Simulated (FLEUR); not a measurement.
# MnPt2 (P-3m1) in FLEUR: further runs

The runs below take MnPt2 through band structure, equation of state, with r2SCAN.

All numbers are computed with FLEUR MaX-R8.1 (later development tree); they aren't measurements. Logs are shortened: lines on timing, memory, paths and dates and some standing lists are left out, and cuts for length are marked.

## 1. The crystal as given

Symmetry: P-3m1, No. 164, trigonal system. The conventional cell has a = 2.858 Å, b = 2.858 Å, c = 6.533 Å, α = 90.00°, β = 90.00°, γ = 120.00°. Pt (site symmetry 3m) is surrounded by 3 Mn at 2.64 Å and 9 Pt at 2.86 to 2.91 Å. Mn (site symmetry -3m) is surrounded by 6 Pt at 2.64 Å and 6 Mn at 2.86 Å.

The cell comes from a database or a generator and needn't be the stable form of this composition.

## 2. Band structure, r2SCAN, collinear spin, ferromagnetic start

Contents of inp.xml:

```xml
<?xml version="1.0" encoding="UTF-8" standalone="no"?>
<fleurInput fleurInputVersion="0.39">
   <comment>
      MnPt2                                                                                               
   </comment>
   <calculationSetup>
      <cutoffs Kmax="4.85" Gmax="15.0" GmaxXC="15.0" numbands="0"/>
      <scfLoop itmax="80" minDistance="0.0001" maxIterBroyd="30" imix="Anderson" alpha="0.05" precondParam="0.0" spinf="2.0" sdNocoIR="T"/>
      <coreElectrons ctail="F" frcor="F" kcrel="0" coretail_lmax="0"/>
      <xcFunctional name="LibXC" relativisticCorrections="F">
         <LibXCName exchange="mgga_x_r2scan" correlation="mgga_c_r2scan"/>
         <AuxGGA exchange="117" correlation="130"/>
      </xcFunctional>
      <magnetism jspins="2"/>
      <soc l_soc="F" theta="0.0" phi="0.0" spav="F"/>
      <expertModes spex="0" secvar="F"/>
      <geometryOptimization l_f="F" forcealpha="1.0" forcemix="BFGS" epsdisp="0.00001" epsforce="0.00001"/>
      <ldaU l_linMix="F" mixParam="0.05" spinf="1.0"/>
   </calculationSetup>
   <cell>
      <bzIntegration valenceElectrons="51.0" mode="hist" fermiSmearingEnergy="0.00183747">
         <kPointListSelection listName="default-1"/>
         <!-- k-points included here -->
         <xi:include xmlns:xi="http://www.w3.org/2001/XInclude" href="kpts.xml"> </xi:include>
[... 37 lines left out ...]
         </electronConfig>
         <energyParameters s="4" p="4" d="3" f="4"/>
         <lo type="SCLO" l="0" n="3" eDeriv="0"/>
         <lo type="SCLO" l="1" n="3" eDeriv="0"/>
         <lo type="SCLO" l="1" n="3" eDeriv="1"/>
         <lo type="SCLO" l="2" n="3" eDeriv="2"/>
         <lo type="SCLO" l="3" n="4" eDeriv="2"/>
      </species>
   </atomSpecies>
   <atomGroups>
      <atomGroup species="Platinum (Pt)">
         <relPos label="                   1">-1.000/3.000 1.000/3.000 .3162060000</relPos>
         <relPos label="                   2">1.000/3.000 -1.000/3.000 -.3162060000</relPos>
         <force calculate="T" relaxXYZ="TTT"/>
      </atomGroup>
      <atomGroup species="Manganese 4.000">
         <relPos label="                   3">.0000000000 .0000000000 .0000000000</relPos>
         <force calculate="T" relaxXYZ="TTT"/>
      </atomGroup>
   </atomGroups>
   <output dos="F" band="F" slice="F">
      <checks vchk="F" cdinf="F"/>
      <bandDOS minEnergy="-.5*Htr" maxEnergy="0.5*Htr" sigma="0.015" storeEVData="T"/>
      <vacuumDOS vacdos="F" integ="F" star="F" nstars="0" locx1="0.0" locy1="0.0" locx2="0.0" locy2="0.0" nstm="0" tworkf="0.0"/>
      <unfoldingBand unfoldBand="F" supercellX="1" supercellY="1" supercellZ="1"/>
      <plotting iplot="0" polar="F">
         <plot TwoD="T" vec1="  1.0  0.0  0.0" vec2="  0.0  1.0  0.0" vec3="  0.0  0.0  1.0" zero="  0.0  0.0  0.0" file="plot"/>
      </plotting>
      <chargeDensitySlicing numkpt="0" minEigenval="0.0" maxEigenval="0.0" nnne="0" pallst="F"/>
      <specialOutput eonly="F"/>
      <moessbauerParams electricFieldGradient="T" isomerShift="T" coreHyperfine="T" valenceHyperfine="T"/>
      <magneticCircularDichroism mcd="F" energyLo="-10.0" energyUp="0.0"/>
   </output>
  <!-- We include the file relax.xml here to enable relaxations (see documentation) -->
  <xi:include xmlns:xi="http://www.w3.org/2001/XInclude" href="relax.xml"> <xi:fallback/> </xi:include>
</fleurInput>
```

Contents of crystal.txt:

```
MnPt2
&input cartesian=F /
2.8584044518  0.0000000000  0.0000000000
-1.4292022259  2.4754508696  0.0000000000
0.0000000000  0.0000000000  6.5325040000
1.8897261246
1.0 1.0 1.0

3
78 0.6666666667  0.3333333333  0.3162060000
78 0.3333333333  0.6666666667  0.6837940000
25 0.0000000000  0.0000000000  0.0000000000 : 4.000

&kpt div1=11 div2=11 div3=4 gamma=T /
```

Contents of inp.xml (bands):

```
<?xml version="1.0" encoding="UTF-8" standalone="no"?>
<fleurInput fleurInputVersion="0.39">
   <comment>
      MnPt2                                                                                               
   </comment>
   <calculationSetup>
      <cutoffs Kmax="4.85" Gmax="15.0" GmaxXC="15.0" numbands="0"/>
      <scfLoop itmax="80" minDistance="0.0001" maxIterBroyd="30" imix="Anderson" alpha="0.05" precondParam="0.0" spinf="2.0" sdNocoIR="T"/>
      <coreElectrons ctail="F" frcor="F" kcrel="0" coretail_lmax="0"/>
      <xcFunctional name="LibXC" relativisticCorrections="F">
         <LibXCName exchange="mgga_x_r2scan" correlation="mgga_c_r2scan"/>
         <AuxGGA exchange="117" correlation="130"/>
      </xcFunctional>
      <magnetism jspins="2"/>
      <soc l_soc="F" theta="0.0" phi="0.0" spav="F"/>
      <expertModes spex="0" secvar="F"/>
      <geometryOptimization l_f="F" forcealpha="1.0" forcemix="BFGS" epsdisp="0.00001" epsforce="0.00001"/>
      <ldaU l_linMix="F" mixParam="0.05" spinf="1.0"/>
   </calculationSetup>
   <cell>
      <bzIntegration valenceElectrons="51.0" mode="hist" fermiSmearingEnergy="0.00183747">
         <kPointListSelection listName="path-1"/>
         <!-- k-points included here -->
         <xi:include xmlns:xi="http://www.w3.org/2001/XInclude" href="kpts.xml"> </xi:include>
      </bzIntegration>
[... 36 lines left out ...]
         </electronConfig>
         <energyParameters s="4" p="4" d="3" f="4"/>
         <lo type="SCLO" l="0" n="3" eDeriv="0"/>
         <lo type="SCLO" l="1" n="3" eDeriv="0"/>
         <lo type="SCLO" l="1" n="3" eDeriv="1"/>
         <lo type="SCLO" l="2" n="3" eDeriv="2"/>
         <lo type="SCLO" l="3" n="4" eDeriv="2"/>
      </species>
   </atomSpecies>
   <atomGroups>
      <atomGroup species="Platinum (Pt)">
         <relPos label="                   1">-1.000/3.000 1.000/3.000 .3162060000</relPos>
         <relPos label="                   2">1.000/3.000 -1.000/3.000 -.3162060000</relPos>
         <force calculate="T" relaxXYZ="TTT"/>
      </atomGroup>
      <atomGroup species="Manganese 4.000">
         <relPos label="                   3">.0000000000 .0000000000 .0000000000</relPos>
         <force calculate="T" relaxXYZ="TTT"/>
      </atomGroup>
   </atomGroups>
   <output dos="F" band="T" slice="F">
      <checks vchk="F" cdinf="F"/>
      <bandDOS minEnergy="-.5*Htr" maxEnergy="0.5*Htr" sigma="0.015" storeEVData="T"/>
      <vacuumDOS vacdos="F" integ="F" star="F" nstars="0" locx1="0.0" locy1="0.0" locx2="0.0" locy2="0.0" nstm="0" tworkf="0.0"/>
      <unfoldingBand unfoldBand="F" supercellX="1" supercellY="1" supercellZ="1"/>
      <plotting iplot="0" polar="F">
         <plot TwoD="T" vec1="  1.0  0.0  0.0" vec2="  0.0  1.0  0.0" vec3="  0.0  0.0  1.0" zero="  0.0  0.0  0.0" file="plot"/>
      </plotting>
      <chargeDensitySlicing numkpt="0" minEigenval="0.0" maxEigenval="0.0" nnne="0" pallst="F"/>
      <specialOutput eonly="F"/>
      <moessbauerParams electricFieldGradient="T" isomerShift="T" coreHyperfine="T" valenceHyperfine="T"/>
      <magneticCircularDichroism mcd="F" energyLo="-10.0" energyUp="0.0"/>
   </output>
  <!-- We include the file relax.xml here to enable relaxations (see documentation) -->
  <xi:include xmlns:xi="http://www.w3.org/2001/XInclude" href="relax.xml"> <xi:fallback/> </xi:include>
</fleurInput>
```

Potentials or basis: all-electron, FLAPW.

Started as:

```sh
$ inpgen -f crystal.txt -profile fastHighL
$ # inp.xml edited to the form shown
$ fleur_MPI
$ fleur_MPI   # second run, on inp.xml (bands)
```

The log of the run:

```text
Welcome to FLEUR        (www.flapw.de)
      MaX-Release 8.1          (www.max-centre.eu)
 func_ids         498         497         498         497
 MetaGGA potential functional detected - V_tau will be computed
 Auxiliary Potential for radial basis: exchange=         117  correlation=         130
The functional 'Re-regularized SCAN exchange by Furness et al' is an exchange functional, it belongs to the 'MGGA' family and is defined in the reference(s):
[1] J. W. Furness, A. D. Kaplan, J. Ning, J. P. Perdew, and J. Sun.,  J. Phys. Chem. Lett. 11, 8208-8215 (2020)
[2] J. W. Furness, A. D. Kaplan, J. Ning, J. P. Perdew, and J. Sun.,  J. Phys. Chem. Lett. 11, 9248-9248 (2020)
The functional 'Re-regularized SCAN correlation by Furness et al' is a correlation functional, it belongs to the 'MGGA' family and is defined in the reference(s):
[1] J. W. Furness, A. D. Kaplan, J. Ning, J. P. Perdew, and J. Sun.,  J. Phys. Chem. Lett. 11, 8208-8215 (2020)
[2] J. W. Furness, A. D. Kaplan, J. Ning, J. P. Perdew, and J. Sun.,  J. Phys. Chem. Lett. 11, 9248-9248 (2020)
 Using same functional for VXC and EXC

 ========== k-point set info ==========
 Selected k-point list: default-1
 k-point list type: mesh
 11 x 11 x 4
 Number of k points: 58

 ------------Calculation Setup---------------------------
 Number of MPI-tasks      :            1
 Number of PE/node        :            1
 Number of OMP-threads    :            1
 Most efficient MPI parallelization for:
           1           2          29          58
 Additional eigenvalue parallelization possible
 Number of basis functions:          719
 Approximate size of matrices (H+S) per k-point:         0.008 GB
 --------------------------------------------------------
The functional 'Hammer, Hansen, and Norskov' is an exchange functional, it belongs to the 'GGA' family and is defined in the reference(s):
[1] B. Hammer, L. B. Hansen, and J. K. Nørskov.,  Phys. Rev. B 59, 7413 (1999)
The functional 'Perdew, Burke & Ernzerhof' is a correlation functional, it belongs to the 'GGA' family and is defined in the reference(s):
[1] J. P. Perdew, K. Burke, and M. Ernzerhof.,  Phys. Rev. Lett. 77, 3865 (1996)
[2] J. P. Perdew, K. Burke, and M. Ernzerhof.,  Phys. Rev. Lett. 78, 1396 (1997)
 Using same functional for VXC and EXC
 Using auxiliary GGA potential for the first iteration of MetaGGA calculation.
 Reset of history
 Reset of history
 Iteration:     1   Distance:      81.65421571 me/bohr^3
The functional 'Hammer, Hansen, and Norskov' is an exchange functional, it belongs to the 'GGA' family and is defined in the reference(s):
[1] B. Hammer, L. B. Hansen, and J. K. Nørskov.,  Phys. Rev. B 59, 7413 (1999)
The functional 'Perdew, Burke & Ernzerhof' is a correlation functional, it belongs to the 'GGA' family and is defined in the reference(s):
[1] J. P. Perdew, K. Burke, and M. Ernzerhof.,  Phys. Rev. Lett. 77, 3865 (1996)
[2] J. P. Perdew, K. Burke, and M. Ernzerhof.,  Phys. Rev. Lett. 78, 1396 (1997)
 Using same functional for VXC and EXC
 Iteration:     2   Distance:      69.31924725 me/bohr^3
The functional 'Hammer, Hansen, and Norskov' is an exchange functional, it belongs to the 'GGA' family and is defined in the reference(s):
[1] B. Hammer, L. B. Hansen, and J. K. Nørskov.,  Phys. Rev. B 59, 7413 (1999)
The functional 'Perdew, Burke & Ernzerhof' is a correlation functional, it belongs to the 'GGA' family and is defined in the reference(s):
[1] J. P. Perdew, K. Burke, and M. Ernzerhof.,  Phys. Rev. Lett. 77, 3865 (1996)
[2] J. P. Perdew, K. Burke, and M. Ernzerhof.,  Phys. Rev. Lett. 78, 1396 (1997)
 Using same functional for VXC and EXC
 Iteration:     3   Distance:      65.69167938 me/bohr^3
The functional 'Hammer, Hansen, and Norskov' is an exchange functional, it belongs to the 'GGA' family and is defined in the reference(s):
[1] B. Hammer, L. B. Hansen, and J. K. Nørskov.,  Phys. Rev. B 59, 7413 (1999)
The functional 'Perdew, Burke & Ernzerhof' is a correlation functional, it belongs to the 'GGA' family and is defined in the reference(s):
[1] J. P. Perdew, K. Burke, and M. Ernzerhof.,  Phys. Rev. Lett. 77, 3865 (1996)
[2] J. P. Perdew, K. Burke, and M. Ernzerhof.,  Phys. Rev. Lett. 78, 1396 (1997)
 Using same functional for VXC and EXC
 Iteration:     4   Distance:      15.27741415 me/bohr^3
The functional 'Hammer, Hansen, and Norskov' is an exchange functional, it belongs to the 'GGA' family and is defined in the reference(s):
[1] B. Hammer, L. B. Hansen, and J. K. Nørskov.,  Phys. Rev. B 59, 7413 (1999)
The functional 'Perdew, Burke & Ernzerhof' is a correlation functional, it belongs to the 'GGA' family and is defined in the reference(s):
[1] J. P. Perdew, K. Burke, and M. Ernzerhof.,  Phys. Rev. Lett. 77, 3865 (1996)
[2] J. P. Perdew, K. Burke, and M. Ernzerhof.,  Phys. Rev. Lett. 78, 1396 (1997)
 Using same functional for VXC and EXC
 Iteration:     5   Distance:       6.27112995 me/bohr^3
The functional 'Hammer, Hansen, and Norskov' is an exchange functional, it belongs to the 'GGA' family and is defined in the reference(s):
[1] B. Hammer, L. B. Hansen, and J. K. Nørskov.,  Phys. Rev. B 59, 7413 (1999)
The functional 'Perdew, Burke & Ernzerhof' is a correlation functional, it belongs to the 'GGA' family and is defined in the reference(s):
[1] J. P. Perdew, K. Burke, and M. Ernzerhof.,  Phys. Rev. Lett. 77, 3865 (1996)
[2] J. P. Perdew, K. Burke, and M. Ernzerhof.,  Phys. Rev. Lett. 78, 1396 (1997)
 Using same functional for VXC and EXC
 Iteration:     6   Distance:       5.06457804 me/bohr^3
The functional 'Hammer, Hansen, and Norskov' is an exchange functional, it belongs to the 'GGA' family and is defined in the reference(s):
[1] B. Hammer, L. B. Hansen, and J. K. Nørskov.,  Phys. Rev. B 59, 7413 (1999)
The functional 'Perdew, Burke & Ernzerhof' is a correlation functional, it belongs to the 'GGA' family and is defined in the reference(s):
[1] J. P. Perdew, K. Burke, and M. Ernzerhof.,  Phys. Rev. Lett. 77, 3865 (1996)
[2] J. P. Perdew, K. Burke, and M. Ernzerhof.,  Phys. Rev. Lett. 78, 1396 (1997)
 Using same functional for VXC and EXC
[... 75 lines left out ...]
[2] J. P. Perdew, K. Burke, and M. Ernzerhof.,  Phys. Rev. Lett. 78, 1396 (1997)
 Using same functional for VXC and EXC
 Iteration:    18   Distance:       0.00317200 me/bohr^3
The functional 'Hammer, Hansen, and Norskov' is an exchange functional, it belongs to the 'GGA' family and is defined in the reference(s):
[1] B. Hammer, L. B. Hansen, and J. K. Nørskov.,  Phys. Rev. B 59, 7413 (1999)
The functional 'Perdew, Burke & Ernzerhof' is a correlation functional, it belongs to the 'GGA' family and is defined in the reference(s):
[1] J. P. Perdew, K. Burke, and M. Ernzerhof.,  Phys. Rev. Lett. 77, 3865 (1996)
[2] J. P. Perdew, K. Burke, and M. Ernzerhof.,  Phys. Rev. Lett. 78, 1396 (1997)
 Using same functional for VXC and EXC
 Iteration:    19   Distance:       0.00251502 me/bohr^3
The functional 'Hammer, Hansen, and Norskov' is an exchange functional, it belongs to the 'GGA' family and is defined in the reference(s):
[1] B. Hammer, L. B. Hansen, and J. K. Nørskov.,  Phys. Rev. B 59, 7413 (1999)
The functional 'Perdew, Burke & Ernzerhof' is a correlation functional, it belongs to the 'GGA' family and is defined in the reference(s):
[1] J. P. Perdew, K. Burke, and M. Ernzerhof.,  Phys. Rev. Lett. 77, 3865 (1996)
[2] J. P. Perdew, K. Burke, and M. Ernzerhof.,  Phys. Rev. Lett. 78, 1396 (1997)
 Using same functional for VXC and EXC
 Iteration:    20   Distance:       0.00070751 me/bohr^3
The functional 'Hammer, Hansen, and Norskov' is an exchange functional, it belongs to the 'GGA' family and is defined in the reference(s):
[1] B. Hammer, L. B. Hansen, and J. K. Nørskov.,  Phys. Rev. B 59, 7413 (1999)
The functional 'Perdew, Burke & Ernzerhof' is a correlation functional, it belongs to the 'GGA' family and is defined in the reference(s):
[1] J. P. Perdew, K. Burke, and M. Ernzerhof.,  Phys. Rev. Lett. 77, 3865 (1996)
[2] J. P. Perdew, K. Burke, and M. Ernzerhof.,  Phys. Rev. Lett. 78, 1396 (1997)
 Using same functional for VXC and EXC
 Iteration:    21   Distance:       0.00025488 me/bohr^3
The functional 'Hammer, Hansen, and Norskov' is an exchange functional, it belongs to the 'GGA' family and is defined in the reference(s):
[1] B. Hammer, L. B. Hansen, and J. K. Nørskov.,  Phys. Rev. B 59, 7413 (1999)
The functional 'Perdew, Burke & Ernzerhof' is a correlation functional, it belongs to the 'GGA' family and is defined in the reference(s):
[1] J. P. Perdew, K. Burke, and M. Ernzerhof.,  Phys. Rev. Lett. 77, 3865 (1996)
[2] J. P. Perdew, K. Burke, and M. Ernzerhof.,  Phys. Rev. Lett. 78, 1396 (1997)
 Using same functional for VXC and EXC
 Iteration:    22   Distance:       0.00008228 me/bohr^3

 ********************************************************************
 Run finished successfully
 Stop message:
   all done
 ********************************************************************
```

Wall time 9 min (1 thread of Arm Neoverse V2, shared host); peak memory 0.22 GiB.

Results:

```
Free energy                                           : -1035364.4539 eV
Band gap along the path                               : none (metal or under the smearing width)
Net moment                                            : 4.81 μB per cell
Site moments                                          : Pt +0.33; Mn +3.90 μB
Valence electrons inside the program's atomic spheres : Pt 16.53; Mn 12.89 (radii Pt 2.5, Mn 2.02 bohr)
```

Levels at the corners of the path, in eV from the Fermi level:
Spin up:
| point | band 25 | band 26 | band 27 | band 28 | band 29 | band 30 | band 31 | band 32 |
| --- | --- | --- | --- | --- | --- | --- | --- | --- |
| Γ | -2.17 | -2.17 | -1.29 | -1.29 | -1.26 | -1.26 | 10.40 | 11.33 |
| M | -0.58 | -0.34 | -0.08 | 1.38 | 1.74 | 1.94 | 5.74 | 5.96 |
| K | -1.63 | -1.28 | -1.28 | 3.09 | 3.09 | 4.54 | 7.29 | 7.29 |
| Γ | -2.17 | -2.17 | -1.29 | -1.29 | -1.26 | -1.26 | 10.40 | 11.33 |
| A | -2.43 | -1.98 | -1.98 | -0.50 | -0.50 | 0.28 | 6.07 | 14.90 |
| L | -0.85 | -0.72 | -0.30 | -0.23 | 1.72 | 2.61 | 4.88 | 8.70 |
| H | -1.47 | -0.70 | -0.70 | 3.75 | 3.75 | 4.99 | 4.99 | 5.78 |
| A | -2.43 | -1.98 | -1.98 | -0.50 | -0.50 | 0.28 | 6.07 | 14.90 |
| L | -0.85 | -0.72 | -0.30 | -0.23 | 1.72 | 2.61 | 4.88 | 8.70 |
| M | -0.58 | -0.34 | -0.08 | 1.38 | 1.74 | 1.94 | 5.74 | 5.96 |
| K | -1.63 | -1.28 | -1.28 | 3.09 | 3.09 | 4.54 | 7.29 | 7.29 |
| H | -1.47 | -0.70 | -0.70 | 3.75 | 3.75 | 4.99 | 4.99 | 5.78 |
Spin down:
| point | band 21 | band 22 | band 23 | band 24 | band 25 | band 26 | band 27 | band 28 |
| --- | --- | --- | --- | --- | --- | --- | --- | --- |
| Γ | -2.67 | -2.01 | -2.01 | -1.08 | -1.08 | 1.40 | 2.04 | 2.04 |
| M | -0.97 | 0.07 | 0.15 | 0.67 | 1.90 | 2.04 | 2.62 | 3.05 |
| K | -2.26 | -1.97 | 1.11 | 1.11 | 1.97 | 1.97 | 3.02 | 4.38 |
| Γ | -2.67 | -2.01 | -2.01 | -1.08 | -1.08 | 1.40 | 2.04 | 2.04 |
| A | -1.75 | -1.75 | -1.52 | -1.52 | 0.33 | 0.93 | 2.10 | 2.10 |
| L | -0.60 | -0.48 | 0.06 | 0.17 | 1.32 | 1.80 | 2.63 | 3.16 |
| H | -2.50 | -2.06 | 1.28 | 1.28 | 1.72 | 1.72 | 3.31 | 5.80 |
| A | -1.75 | -1.75 | -1.52 | -1.52 | 0.33 | 0.93 | 2.10 | 2.10 |
| L | -0.60 | -0.48 | 0.06 | 0.17 | 1.32 | 1.80 | 2.63 | 3.16 |
| M | -0.97 | 0.07 | 0.15 | 0.67 | 1.90 | 2.04 | 2.62 | 3.05 |
| K | -2.26 | -1.97 | 1.11 | 1.11 | 1.97 | 1.97 | 3.02 | 4.38 |
| H | -2.50 | -2.06 | 1.28 | 1.28 | 1.72 | 1.72 | 3.31 | 5.80 |

Core levels (eV from the Fermi level):
| atom | levels |
| --- | --- |
| 1 Pt | 1s1/2 -78314.5, 2s1/2 -13744.1, 2p1/2 -13169.8, 2p3/2 -11440.6, 3s1/2 -3225.4, 3p1/2 -2968.3, 3p3/2 -2588.1, 4s1/2 -690.4, 3d3/2 -2161.3, 3d5/2 -2079.4, 4p1/2 -581.4, 4p3/2 -490.9, 4d3/2 -312.7, 4d5/2 -295.8, 4f5/2 -68.2, 4f7/2 -64.8 |
| 2 Pt | 1s1/2 -78314.5, 2s1/2 -13744.1, 2p1/2 -13169.8, 2p3/2 -11440.6, 3s1/2 -3225.4, 3p1/2 -2968.3, 3p3/2 -2588.1, 4s1/2 -690.4, 3d3/2 -2161.3, 3d5/2 -2079.4, 4p1/2 -581.4, 4p3/2 -490.9, 4d3/2 -312.7, 4d5/2 -295.8, 4f5/2 -68.2, 4f7/2 -64.8 |
| 3 Mn | 1s1/2 -6422.3, 2s1/2 -737.8, 2p1/2 -630.6, 2p3/2 -620.2 |

Caveat: the meta-GGA is that of a development version, with a GGA for the radial functions and cores and without core tails; spin-orbit coupling is left out, which moves the levels of the heavy elements.

(Part 1 of 2 ends here.)
